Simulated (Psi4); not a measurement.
**USCS(N)-MP2/def2-SVPD (core potential) run of SnH3O (SMILES [OH][SnH2])**

Aim: the energy difference between two shapes of SnH3O at USCS(N)-MP2/def2-SVPD (core potential), from 2 runs. 

Program for the calculation: Psi4 1.11.

3 further runs of the same task are left out: 1 that didn't finish, 2 set aside as unsound or not needed.

**1. Starting point**

SnH3O has 5 atoms, charge 0, and is taken as a doublet. SMILES: `[OH][SnH2]`. The shape is that of a PBE0-D4/def2-TZVP optimisation. This is one conformer, not always the lowest.

Bond lengths: O1–Sn2 1.976 Å, O1–H3 0.960 Å, Sn2–H4 1.735 Å, Sn2–H5 1.722 Å. Angles: O1–Sn2–H4 106.9°, O1–Sn2–H5 101.9°, Sn2–O1–H3 113.3°, H4–Sn2–H5 111.7°.

**2. The energy at USCS(N)-MP2/def2-SVPD (core potential)**

File h3osn.dat:

```
memory 1600 MB

molecule mol {
  0 2
  O
  Sn 1 R2
  H 1 R3 2 A3
  H 2 R4 1 A4 3 D4
  H 2 R5 4 A5 1 D5

  R2 = 1.976201
  R3 = 0.960227
  A3 = 113.25808
  R4 = 1.734796
  A4 = 106.85405
  D4 = 47.40767
  R5 = 1.722343
  A5 = 111.65537
  D5 = -110.60594
  symmetry c1
  no_reorient
  no_com
}

set basis def2-SVPD
set reference uhf
set scf_type pk
set num_frozen_docc 5

energy("scs(n)-mp2")
```

Started as:

```
$ psi4 -n 1 h3osn.dat h3osn.out
```

h3osn.out (excerpt; [...] marks lines left out):

```text
[...]
    !!!  WARNING: ECP capability is in beta. Please check occupations closely.  !!!
[...]
  Running in c1 symmetry.
[...]
  Nuclear repulsion =   73.023535301535176
[...]
  Multiplicity = 2
[...]
  Nalpha       = 17
  Nbeta        = 16
[...]
    Number of basis functions: 79
[...]
   @UHF iter   1:  -289.71865422337635   -1.64456e+00   7.41649e-03 ADIIS/DIIS
[...]
   @UHF iter  15:  -289.87019889933356   -3.46745e-12   4.90648e-09 DIIS
[...]
   @S^2 Observed:                7.563905158E-01
[...]
    Orbital Energies [Eh]
    ---------------------
    Alpha Occupied:
       1A    -20.544285     2A     -5.883913     3A     -4.075579
       4A     -4.071155     5A     -4.069239     6A     -1.363705
       7A     -1.339850     8A     -1.339536     9A     -1.334919
      10A     -1.334490    11A     -1.255335    12A     -0.696630
      13A     -0.607084    14A     -0.511218    15A     -0.493181
      16A     -0.457844    17A     -0.328697
    Alpha Virtual:
      18A      0.062969    19A      0.071560    20A      0.103522
      21A      0.123065    22A      0.134186    23A      0.155394
      24A      0.165377    25A      0.176088    26A      0.210183
[...]
  @UHF Final Energy:  -289.87019889933356
   => Energetics <=
    Nuclear Repulsion Energy =             73.0235353015351762
    One-Electron Energy =                -626.8717900901981466
    Two-Electron Energy =                 263.9780558893294256
    Total Energy =                       -289.8701988993335590
  UHF NO Occupations:
  HONO-2 :   15  A 1.9993172
  HONO-1 :   16  A 1.9982891
[...]
 Multipole Moments:
 ------------------------------------------------------------------------------------
     Multipole            Electronic (a.u.)      Nuclear  (a.u.)        Total (a.u.)
 ------------------------------------------------------------------------------------
 L = 1.  Multiply by 2.5417464519 to convert [e a0] to [Debye]
 Dipole X            :          2.5572187           -2.3978440            0.1593747
 Dipole Y            :          0.0074427            0.5469512            0.5543939
 Dipole Z            :         18.4508112          -17.8389568            0.6118544
 Magnitude           :                                                    0.8409035
[...]
	SCS-MP2 Total Energy (a.u.)        :  -290.18011794225191
	SOS-MP2 Total Energy (a.u.)        :  -290.15371922842797
	SCSN-MP2 Total Energy (a.u.)       :  -290.00958410832413
[...]
	SOS-PI-MP2 Total Energy (a.u.)     :  -290.20097261661039
[...]
	MP2 Total Energy (a.u.)            :  -290.18566198171749
[...]
```

It took 6 s on 1 thread of Intel Xeon 6975P-C (Granite Rapids), shared host; peak memory 0.36 GiB.

**3. The distorted shape at the same level**

File h3osn.inp:

```
memory 1600 mb

molecule geom {
  0 2
  O
  Sn 1 R2
  H 1 R3 2 A3
  H 2 R4 1 A4 3 D4
  H 2 R5 4 A5 1 D5

  R2 = 1.943646
  R3 = 0.968786
  A3 = 115.60622
  R4 = 1.749494
  A4 = 106.46174
  D4 = 50.09075
  R5 = 1.758873
  A5 = 109.12401
  D5 = -109.2288
  symmetry c1
  no_reorient
  no_com
}

set basis def2-SVPD
set reference uhf
set scf_type pk
set num_frozen_docc 5

E, wfn = energy("scs(n)-mp2", return_wfn=True)
```

Started as:

```
$ psi4 -n 1 h3osn.inp h3osn.out
```

h3osn.out (excerpt; [...] marks lines left out):

```text
[...]
  Running in c1 symmetry.
[...]
  Nuclear repulsion =   73.579332176359173
[...]
  Multiplicity = 2
[...]
  Nalpha       = 17
  Nbeta        = 16
[...]
    Number of basis functions: 79
[...]
   @UHF iter   1:  -289.72314147536099   -1.64994e+00   7.26875e-03 ADIIS/DIIS
[...]
   @UHF iter  15:  -289.86849413904270   -3.97904e-12   5.27332e-09 DIIS
[...]
   @S^2 Observed:                7.571432457E-01
[...]
    Orbital Energies [Eh]
    ---------------------
    Alpha Occupied:
       1A    -20.547178     2A     -5.882891     3A     -4.074547
       4A     -4.070216     5A     -4.068268     6A     -1.367546
       7A     -1.338726     8A     -1.338426     9A     -1.333896
      10A     -1.333704    11A     -1.255427    12A     -0.699232
      13A     -0.604815    14A     -0.516353    15A     -0.496294
      16A     -0.451152    17A     -0.330474
    Alpha Virtual:
      18A      0.062807    19A      0.073766    20A      0.101070
      21A      0.124782    22A      0.133556    23A      0.156366
      24A      0.166216    25A      0.177378    26A      0.210622
[...]
  @UHF Final Energy:  -289.86849413904270
   => Energetics <=
    Nuclear Repulsion Energy =             73.5793321763591734
    One-Electron Energy =                -627.9803402346128678
    Two-Electron Energy =                 264.5325139192109418
    Total Energy =                       -289.8684941390426957
  UHF NO Occupations:
  HONO-2 :   15  A 1.9991671
  HONO-1 :   16  A 1.9981248
[...]
 Multipole Moments:
 ------------------------------------------------------------------------------------
     Multipole            Electronic (a.u.)      Nuclear  (a.u.)        Total (a.u.)
 ------------------------------------------------------------------------------------
 L = 1.  Multiply by 2.5417464519 to convert [e a0] to [Debye]
 Dipole X            :          2.7349645           -2.5164527            0.2185118
 Dipole Y            :          0.1713930            0.4203041            0.5916971
 Dipole Z            :         18.0958472          -17.5913347            0.5045125
 Magnitude           :                                                    0.8077040
[...]
	SCS-MP2 Total Energy (a.u.)        :  -290.17797969899715
	SOS-MP2 Total Energy (a.u.)        :  -290.17525053943126
	SCSN-MP2 Total Energy (a.u.)       :  -290.00749439340069
[...]
	SOS-PI-MP2 Total Energy (a.u.)     :  -290.19884718561497
[...]
	MP2 Total Energy (a.u.)            :  -290.18343801812892
[...]
```

Run time: 4.8 s. Hardware: 1 thread of Intel Xeon 6975P-C (Granite Rapids), shared host; peak memory 0.36 GiB.

**4. Outcome**

Level: USCS(N)-MP2/def2-SVPD (core potential), 5 core orbitals frozen.

| quantity | value |
| --- | --- |
| first shape: total energy | -290.00958 Eh |
| first shape: HOMO energy (Hartree–Fock orbitals) (highest over α and β) | -8.94 eV |
| first shape: LUMO energy (Hartree–Fock orbitals) (lowest over α and β) | 0.25 eV |
| first shape: correlation energy (5 core orbitals frozen) | -139.4 mEh |
| first shape: ⟨S²⟩ of the reference determinant | 0.756 |
| distorted shape: total energy | -290.00749 Eh |
| distorted shape: HOMO energy (Hartree–Fock orbitals) (highest over α and β) | -8.99 eV |
| distorted shape: LUMO energy (Hartree–Fock orbitals) (lowest over α and β) | 0.20 eV |
| distorted shape: correlation energy (5 core orbitals frozen) | -139.0 mEh |
| distorted shape: ⟨S²⟩ of the reference determinant | 0.757 |
| energy change with the atoms displaced | 0.057 eV |

What this shows: With the atoms displaced the energy rises by 0.06 eV (5.5 kJ/mol). The first shape isn't relaxed at this level, so the change isn't measured from a minimum.
